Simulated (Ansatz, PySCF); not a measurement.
Nd2H6 in two programs

Nd2H6 (singlet in the valence; each metal's 4f electrons, 3 of them, lie in its core potential, out of spins and levels), relaxed with PySCF 2.14.0, RKS r2SCAN, Nd lcecp-1-SVP with ECP49, H def2-SVP; non-relativistic Hamiltonian with scalar-relativistic core potentials where named; density fitting; no spin-orbit coupling:

```xyz
8

Nd    0.0000    0.0000    1.8425
Nd    0.0000    0.0000   -1.8425
H     1.2697    0.0000    0.0000
H    -1.2697    0.0000    0.0000
H     0.0000    1.7321    2.9541
H     0.0000   -1.7321    2.9541
H     0.0000    1.7321   -2.9541
H     0.0000   -1.7321   -2.9541
```

There the HOMO–LUMO gap is 3.25 eV. The 4f levels lie in the core potential and are missing.

The same geometry by Ansatz 0.2.0 (PBE, PAW with the 4f shell of lanthanides and the 5f shell of actinides in the valence, a periodic box with 9 Å of vacuum; gaps over both spins; site moments in spheres, but by Gaussian weights under spin-orbit coupling, so that the two can't be compared; unpaired electrons at the start: 6, along z under spin-orbit coupling; the open shells may stand above their lowest state):

```
spin-orbit coupling  U on f (eV)  gap (eV)  spin moment on Nd1 (μB)  orbital moment of its f shell (μB)  largest force component (eV/Å)
            without            0      0.70                     2.87                                   –                            0.13
```

Q: What does the run with spin-orbit coupling and with U = 0 eV give?

A: gap (eV): 0.60, spin moment on Nd1 (μB): 2.79, orbital moment of its f shell (μB): 1.37, largest force component (eV/Å): 0.25. It took 2.8 min on 2 threads of Arm Neoverse V1 (shared host), peak memory 3.1 GiB.

Semilocal functionals tend to give orbital moments well under those of Hund's rules.

Without U the plane-wave gap ends on 4f levels, which the Gaussian run lacks; U moves filled and empty 4f levels apart, though the lowest empty ones can remain 4f.

The spin-orbit runs use fully relativistic datasets of their own, so changes of a few hundredths of an eV needn't come from the coupling.

No frequency check is given that shows the relaxed geometry to be a minimum. An lcecp potential fixes the number of 4f electrons, so in runs with it no electron can move into or out of that shell.
